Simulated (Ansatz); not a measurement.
# ClFH₂OSi₂: a ladder of functionals and wavefunction methods

The task here is to estimate one member of a computed series from the others.

The runs use Ansatz 0.2.0, Gaussian basis; functionals in def2-TZVPP, the program's frozen cores in correlated methods.

Levels to be run: LDA (SPW92), PBE-D4, revPBE-D4, BLYP-D4, r2SCAN-D4, B97M-V, PBE0-D4, B3LYP-D4, r2SCANh-D4, r2SCAN0-D4, HSE06-D4, BHLYP-D4, CAM-B3LYP-D4, LC-ωPBE, ωB97X-V, ωB97M-V, B2PLYP, PBE-QIDH; CCSD(T)/def2-SVP; CCSD(T)/def2-TZVPP; MP2/def2-QZVPP; extrapolation to the limit; RPA on PBE.

## The geometry

The geometry comes from an earlier relaxation with PBE0-D4 in a triple-zeta def2 set; it is a stationary point, not always the lowest conformer.

7 atoms, charge 0, spin multiplicity 1.

Atoms are counted from 1 here; the program's logs count them from 0.

Bond lengths: F1–Si2 1.613 Å, Si2–O3 1.639 Å, O3–Si4 1.641 Å, Si4–Cl5 2.045 Å, Si4–H6 1.477 Å, Si4–H7 1.476 Å. Angles: F1–Si2–O3 101.6°, Si2–O3–Si4 146.8°, O3–Si4–Cl5 109.7°, O3–Si4–H6 110.3°, O3–Si4–H7 108.1°, Cl5–Si4–H6 108.1°, Cl5–Si4–H7 108.1°, H6–Si4–H7 112.4°.

The first run:

Contents of in.yaml:

```yaml
crystal:
  periodic: [false, false, false]
  atoms:
    - {symbol: F, position_ang: [-1.752582, -1.312808, 1.224982]}
    - {symbol: Si, position_ang: [-0.301856, -1.180007, 1.918460]}
    - {symbol: O, position_ang: [0.482753, -0.207097, 0.857975]}
    - {symbol: Si, position_ang: [0.425455, 0.588335, -0.575811]}
    - {symbol: Cl, position_ang: [0.270689, -0.758669, -2.107177]}
    - {symbol: H, position_ang: [-0.755052, 1.474967, -0.622329]}
    - {symbol: H, position_ang: [1.691791, 1.327380, -0.741801]}
basis:
  gaussian: {orbitals: def2-TZVPP}
hamiltonian: {xc: lda}
output: {orbitals: {seedname: orbitals}}
```

On the command line:

```sh
$ ansatz run in.yaml --threads 2 --pin off --events-out ev --progress --plain --max-ram 4352MiB
```

Among the steps run: LDA; PBE-D4 (GGA); revPBE-D4 (GGA); BLYP-D4 (GGA); r2SCAN-D4 (meta-GGA); B97M-V (meta-GGA); PBE0-D4 (hybrid); B3LYP-D4 (hybrid); r2SCANh-D4 (hybrid); r2SCAN0-D4 (hybrid); HSE06-D4 (hybrid); BHLYP-D4 (hybrid); CAM-B3LYP-D4 (range-separated); LC-ωPBE (range-separated); ωB97X-V (range-separated); ωB97M-V (range-separated); B2PLYP (double hybrid); PBE-QIDH (double hybrid).

One table of the session follows, with a row left open; its other results are not shown here.

It belongs to the step «Frontier levels by functional». 

| functional | HOMO (eV) | LUMO (eV) | gap (eV) |
| --- | --- | --- | --- |
| LDA (SPW92) | -6.88 | -2.94 | 3.94 |
| PBE-D4 | -6.75 | -2.75 | 4.00 |
| revPBE-D4 | -6.69 | -2.68 | 4.01 |
| BLYP-D4 | -6.63 | -2.61 | 4.02 |
| r2SCAN-D4 | -6.97 | -2.65 | 4.32 |
| B97M-V | -7.08 | -2.63 | 4.45 |
| PBE0-D4 | ? | ? | ? |
| B3LYP-D4 | -7.73 | -2.11 | 5.62 |
| r2SCANh-D4 | -7.40 | -2.33 | 5.07 |
| r2SCAN0-D4 | -8.05 | -1.85 | 6.20 |
| HSE06-D4 | -7.51 | -2.29 | 5.21 |
| BHLYP-D4 | -8.97 | -0.99 | 7.98 |
| CAM-B3LYP-D4 | -9.26 | -0.81 | 8.46 |
| LC-ωPBE | -10.56 | 0.32 | 10.88 |
| ωB97X-V | -10.23 | 0.22 | 10.45 |
| ωB97M-V | -10.09 | 0.12 | 10.21 |

Q: Estimate the row for PBE0-D4 from the others.

As computed: HOMO (eV): -7.91; LUMO (eV): -1.91; gap (eV): 6.00. In the column «HOMO (eV)» it lies between r2SCAN0-D4 (-8.05) and B3LYP-D4 (-7.73).
